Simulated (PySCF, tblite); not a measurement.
# C7H8F4O: geometry, infrared bands and NMR shifts

Aim: predict the infrared bands and NMR shifts of C7H8F4O (`CC(C)/C=C(/C(=O)F)C(F)(F)F`).

Computed with tblite 0.8.0 and PySCF 2.14.0, with density-fitted response routines of our own, on a single molecule in the gas phase. Atoms count from 0, in the outputs and in this text.

## 1. The starting structure

20 atoms, charge 0, multiplicity 1; geometry from: force field or distance geometry start.

Bonds of the start (Å): C0–C1 1.53, C1–C2 1.54, C1–C3 1.46, C3–C4 1.31, C4–C5 1.48, C5–O6 1.27, C5–F7 1.34, C4–C8 1.46, C8–F9 1.40, C8–F10 1.34, C8–F11 1.39, C0–H12 1.11, C0–H13 1.11, C0–H14 1.10, C1–H15 1.08, C2–H16 1.10, C2–H17 1.11, C2–H18 1.10, C3–H19 1.12.

## 2. Geometry optimisation with GFN2-xTB

What the job is given:

```
{"job": {"kind": "relax", "xc": "GFN2-xTB", "basis": "xTB"}, "charge": 0, "multiplicity": 1}
C     -1.890800     0.710600     1.119000
C     -1.012300     0.339100    -0.081900
C     -1.896500    -0.715200    -0.766000
C      0.198500    -0.366700     0.319900
C      1.432200    -0.126300    -0.033400
C      2.482800    -1.012300     0.521000
O      3.699500    -0.820500     0.203000
F      2.206900    -2.014700     1.373200
C      1.901400     0.915200    -0.937100
F      2.761400     1.731700    -0.188500
F      1.021700     1.736200    -1.535100
F      2.719400     0.339900    -1.898600
H     -2.612300     1.480900     0.768300
H     -2.507100    -0.163700     1.420900
H     -1.313800     0.999900     2.005500
H     -0.909900     1.185900    -0.744100
H     -2.736900    -0.247600    -1.303900
H     -2.317700    -1.320100     0.068700
H     -1.291400    -1.418900    -1.347900
H      0.059700    -1.222500     1.033900
```

The run is started by

```console
OMP_NUM_THREADS=1 python probes_run.py task.json out
```

This one command runs all jobs of the session in turn.

**Question.** This job is followed by: GFN2-xTB harmonic vibrations, gas phase; GIAO PBE0/pcSseg-1 NMR shielding, non-relativistic, gas phase. Predict these results of the whole session: strongest single infrared mode (GFN2-xTB); zero-point energy (GFN2-xTB); 13C shifts against TMS (PBE0/pcSseg-1, means over atoms taken as alike); 1H shifts against TMS (PBE0/pcSseg-1, means over atoms taken as alike); 17O shifts against H2O (PBE0/pcSseg-1); 19F shifts against CFCl3 (PBE0/pcSseg-1, means over atoms taken as alike).

As calculated:

```
                                                                 quantity                                       value
                                strongest single infrared mode (GFN2-xTB)                       1846 cm⁻¹, 551 km/mol
                                             zero-point energy (GFN2-xTB)                               87.9 kcal/mol
  13C shifts against TMS (PBE0/pcSseg-1, means over atoms taken as alike)  175.6, 159.8, 131.9, 122.3, 32.6, 23.9 ppm
   1H shifts against TMS (PBE0/pcSseg-1, means over atoms taken as alike)                        7.53, 3.56, 1.16 ppm
                                   17O shifts against H2O (PBE0/pcSseg-1)                                   445.3 ppm
19F shifts against CFCl3 (PBE0/pcSseg-1, means over atoms taken as alike)                             18.0, -76.2 ppm
```

What this shows: The optimisation took 56 steps and gained 1.192 eV; among the close pairs (by a distance rule), C5–O6 changed most, from 1.272 to 1.179 Å. The lowest mode is imaginary (28i cm⁻¹), so the xTB geometry is not a minimum. The strongest single mode, at 1846 cm⁻¹, moves mainly C5 and O6. Unscaled tight-binding wavenumbers are off by several per cent, some by more. Its intensities can rank the bands wrongly. The most deshielded hydrogen is H19 (hydrogen on a β carbon of a C=C–C=O unit), at 7.53 ppm: attached to an sp2 carbon and in the plane of the double bond. At PBE0/pcSseg-1: The widest tensor belongs to O6: span 622 ppm, with a paramagnetic part of -506 ppm.
